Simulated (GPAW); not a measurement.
Wanted: an ASE script for a GPAW 26.7.0 run.

| Item | Value |
| --- | --- |
| Task | single point |
| Functional | PBEsol |
| Potentials or basis | PAW data sets generated in the run's folder for this functional |
| Cutoff | 800 eV |
| Basis | pw |
| k mesh | 9 × 9 × 9 |
| Occupations | gaussian, width 0.02 eV |
| Spin | no spin polarisation |
| Maxiter | 150 |

The structure of Cu3O2 lies in Cu3O2.xyz:

```xyz
5
Lattice="-2.0229820000 2.0229820000 3.6736170000 2.0229820000 -2.0229820000 3.6736170000 2.0229820000 2.0229820000 -3.6736170000" Properties=species:S:1:pos:R:3 pbc="T T T"
Cu     0.0000000000      0.0000000000      0.0000000000
Cu     0.0000000000      2.0229820000      1.8368085000
Cu     2.0229820000      0.0000000000      1.8368085000
O      0.0000000000      2.0229820000      0.0000000000
O      2.0229820000      0.0000000000      0.0000000000
```

The cell comes from a database or a generator and needn't be the stable form of this composition.

One way to write it, as run:

run.py

```python
from ase.dft.bandgap import bandgap
from ase.io import read, write
from ase.units import GPa
from gpaw import GPAW, PW, setup_paths

setup_paths.insert(0, '.')

atoms = read('Cu3O2.xyz')

calc = GPAW(mode=PW(800),
            xc='PBEsol',
            kpts={'size': (9, 9, 9), 'gamma': True},
            occupations={'name': 'methfessel-paxton', 'order': 0, 'width': 0.02},
            nbands=42,
            convergence={'density': 1e-05, 'energy': 1e-05},
            maxiter=150,
            txt='gpaw.txt')
atoms.calc = calc
energy = atoms.get_potential_energy()
forces = atoms.get_forces()
stress = atoms.get_stress()
calc.write('gs.gpw')
write('result.traj', atoms)
print(f'Energy: {energy:.6f} eV')
print('Forces (eV/A):')
print(forces.round(4))
print('Stress (GPa):', (stress / GPa).round(3))
print('Fermi level:', round(calc.get_fermi_level(), 4), 'eV')
print(f'Gap: {bandgap(calc)[0]:.4f} eV, direct: {bandgap(calc, direct=True)[0]:.4f} eV')
```

Potentials or basis: PAW data sets generated in the run's folder for this functional, pw.

The run is started by

```sh
$ gpaw-setup -f PBEsol Cu O
$ OMP_NUM_THREADS=1 python run.py
```

It gave:

```yaml
Pressure: -3.9 GPa
Band_gap_on_the_k_mesh: none (metal or under the smearing width)
```

Caveat: with this Cu data set, volumes or pressures lay over 1.5 % or 2 GPa off other programs in two to four cells of ten; an odd number of electrons without spin polarisation forces a metal; a magnetic or distorted state may lie lower; the run has no spin polarisation, though such a crystal can be magnetic; semilocal functionals often make such compounds metallic where correlation or magnetic order opens a gap, which also shifts bond lengths.

Wall time 3.2 min on 1 thread of Arm Neoverse V2 (shared host), peak memory 0.39 GiB.
